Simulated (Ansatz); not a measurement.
## Sr2Ir, space group Fm-3m: relaxations under a series of pressures, step by step

Program: Ansatz's Python interface.

Contents of `sr2ir.xyz`:
```text
3
Lattice="0.0 3.61222778 3.61222778 3.61222778 0.0 3.61222778 3.61222778 3.61222778 0.0" Properties=species:S:1:pos:R:3 pbc="T T T"
Sr    5.41834167    5.41834167    5.41834167
Sr    1.80611389    1.80611389    1.80611389
Ir    0.00000000    0.00000000    0.00000000
```

Run as a notebook:

**Cell 1**
```python
import ansatz as az
import numpy as np

def edges_and_angles(cell):
    cell = np.asarray(cell)
    a, b, c = np.linalg.norm(cell, axis=1)
    cosines = cell[1] @ cell[2] / (b * c), cell[0] @ cell[2] / (a * c), cell[0] @ cell[1] / (a * b)
    return (a, b, c, *np.degrees(np.arccos(cosines)))
```

**Cell 2**
```python
xtal = az.Crystal.from_extxyz("sr2ir.xyz")

[site.symbol for site in xtal.resolved().sites]
```
Output:
```text
['Sr', 'Sr', 'Ir']
```

**Cell 3**
```python
calc = (
    xtal.calculation()
    .functional(az.Functional.PBESOL)
    .pseudopotentials("paw")
    .kpoints(7)
    .occupations(az.OccupationsMethod.COLD)
    .scf(tolerance=1e-09)
)
```

**Cell 4**
```python
rows = []
for pressure in [0, 5, 10, 20]:
    res = calc.relax(cell=True, pressure=pressure, force_tolerance=0.02).run(threads=1)
    cell = res.lattice.cell_ang
    n_atoms = len(res.lattice.sites)
    volume = abs(np.linalg.det(cell)) / n_atoms
    enthalpy = res.report["free_energy_ev"] / n_atoms + pressure * volume / 160.21766
    rows.append((pressure, volume, enthalpy, *edges_and_angles(cell)))
    print(f"{pressure} GPa done: {volume:.4f} A^3/atom")
```
Output:
```text
DeckWarning: basis.ecutwfc = 420 eV, auto-derived from the records' recommended cutoffs: set by Sr (normal level)
DeckWarning: relax.cell: scf.convergence.dr2_threshold = 1e-9 eV is looser than the 3e-10 eV advised for a relaxation that steers and ends on the stress (1e-10 eV for each atom of the cell: 3). What an SCF threshold leaves in a stress goes as its square root, and in the free energy as the threshold itself, and one [...]
0 GPa done: 30.1660 A^3/atom
5 GPa done: 27.3842 A^3/atom
10 GPa done: 25.4961 A^3/atom
20 GPa done: 23.0453 A^3/atom
```

**Cell 5**
```python
print(" P (GPa)  V (A^3/atom)  H (eV/atom)     a       b       c")
for row in rows:
    print("{:8.1f} {:12.4f} {:14.5f} {:7.4f} {:7.4f} {:7.4f}".format(*row[:6]))
p, v = np.array([row[0] for row in rows], float), np.array([row[1] for row in rows])
print("mean bulk modulus between rows (GPa):", np.round(-np.diff(p) / np.diff(np.log(v)), 1))
```
Output:
```text
 P (GPa)  V (A^3/atom)  H (eV/atom)     a       b       c
     0.0      30.1660    -6261.17302  5.0395  5.0395  5.0395
     5.0      27.3842    -6260.27840  4.8795  4.8795  4.8795
    10.0      25.4961    -6259.45483  4.7647  4.7647  4.7647
    20.0      23.0453    -6257.94611  4.6069  4.6069  4.6069
mean bulk modulus between rows (GPa): [51.7 70.  98.9]
```

The volume falls from 30.17 Å³ an atom at 0 GPa to 23.05 at 20 GPa, by 23.6 %. Between 0 and 5 GPa, -V dP/dV is about 52 GPa, a mean over that step.

Notes:
- Absolute energies stand on the zero of these potentials, so only differences at equal settings mean something.
- Spin is left out of this run.
- At a fixed pressure a relaxation lowers the enthalpy F + PV, while F alone can rise.
- For a metal this k-point mesh is coarse: on a finer one energies can move by several to tens of meV an atom and pressures by half a GPa or more, differences at one mesh by less.
- Spin-orbit coupling, which matters for elements this heavy, is left out.
- This cell is a computed structure, which may not be the phase found in nature.
- Warnings are shown shortened and without file and line.
- Symmetry holds the cell in this phase, whether or not it is the stable one at each pressure.
- Wall time of the script: 51 s on 1 thread of Arm Neoverse V2 (shared host), peak memory 0.46 GiB.
